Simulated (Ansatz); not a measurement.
# BaI: the cost of one run

Computed with Ansatz 0.2.0 (the levels named in each step, unless a step's input says otherwise).

## Step 1: Starting point

Bond lengths: I1–Ba2 3.117 Å.

Coordinates:

```xyz
2

I     0.0000    0.0000    0.0000
Ba    0.0000    0.0000    3.1169
```

## Step 2: A rough first relaxation, PBE-D4/def2-SVP

This run stands in another session on the same molecule. It ended at:

```xyz
2

I     0.0000    0.0000    0.0038
Ba    0.0000    0.0000    3.1130
```

## Step 3: Relaxation, HF/def2-SVP

input.yaml

```yaml
crystal:
  periodic: [false, false, false]
  atoms:
    - { symbol: I, position_ang: [0.0, 0.0, 0.00381996] }
    - { symbol: Ba, position_ang: [0.0, 0.0, 3.11304004] }
magnetization:
  spin_polarized: true
  initial_magnetization: 1
basis:
  gaussian: { orbitals: def2-SVP }
hamiltonian:
  xc: hf
relax:
  f_tol: 0.002
  max_steps: 150
```

Launch:

```sh
ansatz run input.yaml --threads 1 --pin off --max-ram 2560MiB --backend cpu --events-out ev --progress --plain --runs-dir out
```

What time and memory should one allow on 1 thread of Intel Xeon at 2.50GHz (Skylake/Cascade Lake), shared host?

About 24 s, with a peak of 0.12 GiB.
